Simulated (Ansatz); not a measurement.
# FH5N2OSi: up Jacob's ladder to CCSD(T)

The task here is to estimate one member of a computed series from the others.

Computed with Ansatz 0.2.0, Gaussian basis. Level: functionals in def2-TZVPP, the program's frozen cores in correlated methods.

The runs, in order: LDA (SPW92), PBE-D4, revPBE-D4, BLYP-D4, r2SCAN-D4, B97M-V, PBE0-D4, B3LYP-D4, r2SCANh-D4, r2SCAN0-D4, HSE06-D4, BHLYP-D4, CAM-B3LYP-D4, LC-ωPBE, ωB97X-V, ωB97M-V, B2PLYP, PBE-QIDH; CCSD(T)/def2-SVP; CCSD(T)/def2-TZVPP; MP2/def2-QZVPP; extrapolation to the limit; RPA on PBE.

## Structure used throughout

An earlier PBE0-D4 in a triple-zeta def2 set relaxation fixed the geometry.

SMILES `N[Si](N)(O)F`, 10 atoms, charge 0, spin multiplicity 1.

Atoms are counted from 1 here; the program's logs count them from 0.

Bond lengths: N1–Si2 1.685 Å, N1–H6 1.004 Å, N1–H7 1.005 Å, Si2–N3 1.695 Å, Si2–O4 1.637 Å, Si2–F5 1.605 Å, N3–H8 1.005 Å, N3–H9 1.005 Å, O4–H10 0.958 Å. Angles: Si2–N1–H6 122.0°, Si2–N1–H7 121.9°, H6–N1–H7 113.3°, N1–Si2–N3 109.0°, N1–Si2–O4 103.8°, N1–Si2–F5 116.8°, N3–Si2–O4 119.6°, N3–Si2–F5 102.6°, O4–Si2–F5 105.7°, Si2–N3–H8 121.3°, Si2–N3–H9 121.7°, H8–N3–H9 112.5°, Si2–O4–H10 116.8°.

The first run:

The input, in.yaml:

```yaml
crystal:
  periodic: [false, false, false]
  atoms:
    - {symbol: N, position_ang: [-0.415753, 1.495419, -0.024829]}
    - {symbol: Si, position_ang: [0.063393, -0.096398, -0.298275]}
    - {symbol: N, position_ang: [-0.488663, -1.065147, 0.977805]}
    - {symbol: O, position_ang: [1.670979, 0.022602, -0.585141]}
    - {symbol: F, position_ang: [-0.553869, -0.827115, -1.586609]}
    - {symbol: H, position_ang: [-1.328326, 1.723125, 0.327296]}
    - {symbol: H, position_ang: [0.046591, 2.271965, -0.464079]}
    - {symbol: H, position_ang: [-0.741180, -2.027080, 0.831054]}
    - {symbol: H, position_ang: [-0.238858, -0.873712, 1.932481]}
    - {symbol: H, position_ang: [2.068785, -0.674859, -1.106904]}
basis:
  gaussian: {orbitals: def2-TZVPP}
hamiltonian: {xc: lda}
output: {orbitals: {seedname: orbitals}}
```

Run with:

```
> ansatz run in.yaml --threads 4 --pin off --events-out ev --progress --plain --max-ram 10444MiB
```

Steps of the session up to this table: LDA; PBE-D4 (GGA); revPBE-D4 (GGA); BLYP-D4 (GGA); r2SCAN-D4 (meta-GGA); B97M-V (meta-GGA); B3LYP-D4 (hybrid); r2SCANh-D4 (hybrid); r2SCAN0-D4 (hybrid); HSE06-D4 (hybrid); BHLYP-D4 (hybrid); CAM-B3LYP-D4 (range-separated); LC-ωPBE (range-separated); ωB97X-V (range-separated); ωB97M-V (range-separated); B2PLYP (double hybrid); PBE-QIDH (double hybrid).

One of the session's tables, all rows but one given; the rest of the session is left out.

It belongs to the step «Orbital energies across the functionals». 

```
  functional  HOMO (eV)  LUMO (eV)  gap (eV)
 LDA (SPW92)      -6.32      -0.23      6.09
      PBE-D4      -6.13      -0.10      6.03
   revPBE-D4      -6.06      -0.03      6.03
     BLYP-D4      -6.02      -0.16      5.86
   r2SCAN-D4      -6.46       0.64      7.10
      B97M-V      -6.54       0.12      6.67
     PBE0-D4          ?          ?         ?
    B3LYP-D4      -7.41       0.36      7.77
  r2SCANh-D4      -7.04       0.88      7.92
  r2SCAN0-D4      -7.90       1.23      9.14
    HSE06-D4      -7.26       0.38      7.64
    BHLYP-D4      -9.12       1.33     10.45
CAM-B3LYP-D4      -9.15       1.48     10.63
     LC-ωPBE     -10.60       2.85     13.45
     ωB97X-V     -10.19       2.62     12.82
     ωB97M-V     -10.10       2.15     12.25
```

Estimate the missing values for PBE0-D4.

The run gave: HOMO (eV): -7.67; LUMO (eV): 0.74; gap (eV): 8.41. In the column «HOMO (eV)» it lies between r2SCAN0-D4 (-7.90) and B3LYP-D4 (-7.41).
